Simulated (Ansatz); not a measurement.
**CH7N3Si: one species, many methods**

The task here is to estimate one member of a computed series from the others.

The runs use Ansatz 0.2.0, Gaussian basis; functionals in def2-TZVPP, the program's frozen cores in correlated methods.

The runs, in order: PBE-D4, r2SCAN-D4, PBE0-D4, B3LYP-D4, ωB97X-V, ωB97M-V, B2PLYP; CCSD(T)/def2-TZVPP; MP2/def2-QZVPP; extrapolation to the limit.

### The relaxed structure

An earlier PBE0-D4 in a triple-zeta def2 set relaxation fixed the geometry.

SMILES `NC1(N)N[SiH2]1`, 12 atoms, charge 0, spin multiplicity 1.

Atoms are counted from 1 here; the program's logs count them from 0.

Bond lengths: N1–C2 1.435 Å, N1–H6 1.018 Å, N1–H7 1.013 Å, C2–N3 1.433 Å, C2–N4 1.493 Å, C2–Si5 1.846 Å, N3–H8 1.012 Å, N3–H9 1.018 Å, N4–Si5 1.735 Å, N4–H10 1.013 Å, Si5–H11 1.480 Å, Si5–H12 1.482 Å. Angles: C2–N1–H6 110.0°, C2–N1–H7 109.4°, H6–N1–H7 106.9°, N1–C2–N3 114.3°, N1–C2–N4 112.3°, N1–C2–Si5 115.3°, N3–C2–N4 117.0°, N3–C2–Si5 125.2°, N4–C2–Si5 61.5°, C2–N3–H8 111.1°, C2–N3–H9 109.8°, H8–N3–H9 106.8°, C2–N4–Si5 69.3°, C2–N4–H10 114.6°, Si5–N4–H10 121.6°, C2–Si5–N4 49.2°, C2–Si5–H11 118.6°, C2–Si5–H12 124.4° and more.

Set-up of the first run:

in.yaml

```yaml
crystal:
  periodic: [false, false, false]
  atoms:
    - {symbol: N, position_ang: [-0.697974, 1.342511, -0.217463]}
    - {symbol: C, position_ang: [0.086901, 0.193849, 0.132474]}
    - {symbol: N, position_ang: [1.188333, 0.476945, 1.004531]}
    - {symbol: N, position_ang: [0.362441, -0.683191, -1.043719]}
    - {symbol: Si, position_ang: [-0.791186, -1.425541, 0.017772]}
    - {symbol: H, position_ang: [-0.139865, 1.989171, -0.771341]}
    - {symbol: H, position_ang: [-0.967562, 1.834462, 0.625742]}
    - {symbol: H, position_ang: [1.613630, -0.376413, 1.344372]}
    - {symbol: H, position_ang: [1.910013, 0.982763, 0.494390]}
    - {symbol: H, position_ang: [0.087626, -0.290465, -1.935677]}
    - {symbol: H, position_ang: [-2.237486, -1.426617, -0.294750]}
    - {symbol: H, position_ang: [-0.337972, -2.672675, 0.677570]}
basis:
  gaussian: {orbitals: def2-TZVPP}
hamiltonian: {xc: pbe, dispersion: d4}
output: {forces: true, orbitals: {seedname: orbitals}}
```

On the command line:

```bash
ansatz run in.yaml --threads 4 --pin off --events-out ev --progress --plain --max-ram 10444MiB
```

Among the steps run: PBE-D4 (GGA); r2SCAN-D4 (meta-GGA); PBE0-D4 (hybrid); B3LYP-D4 (hybrid); ωB97X-V (range-separated); ωB97M-V (range-separated); B2PLYP (double hybrid); CCSD(T) in def2-TZVPP; MP2 in def2-QZVPP.

One of the session's tables, all rows but one given; the rest of the session is left out.

It belongs to the step «Atomisation energies». 

| method | atomisation energy (kJ/mol) |
| --- | --- |
| PBE-D4 | 4256.7 |
| r2SCAN-D4 | 4112.3 |
| PBE0-D4 | 4143.6 |
| B3LYP-D4 | ? |
| ωB97X-V | 4167.1 |
| ωB97M-V | 4161.3 |
| B2PLYP | 4083.3 |
| HF/def2-TZVPP | 2674.5 |
| MP2/def2-TZVPP | 4038.4 |
| CCSD/def2-TZVPP | 3900.9 |
| CCSD(T)/def2-TZVPP | 3979.1 |
| MP2/CBS | 4187.3 |
| CCSD(T)/CBS | 4128.0 |

Estimate the missing values for B3LYP-D4.

**Answer.** atomisation energy (kJ/mol): 4152.9. In the column «atomisation energy (kJ/mol)» it lies between PBE0-D4 (4143.6) and ωB97M-V (4161.3).

Caveats from the session: Free atoms (3 N, 1 C, 1 Si, 7 H) were run apart at each level; the atomisation energy is their sum less the molecule, without zero-point or spin-orbit terms.
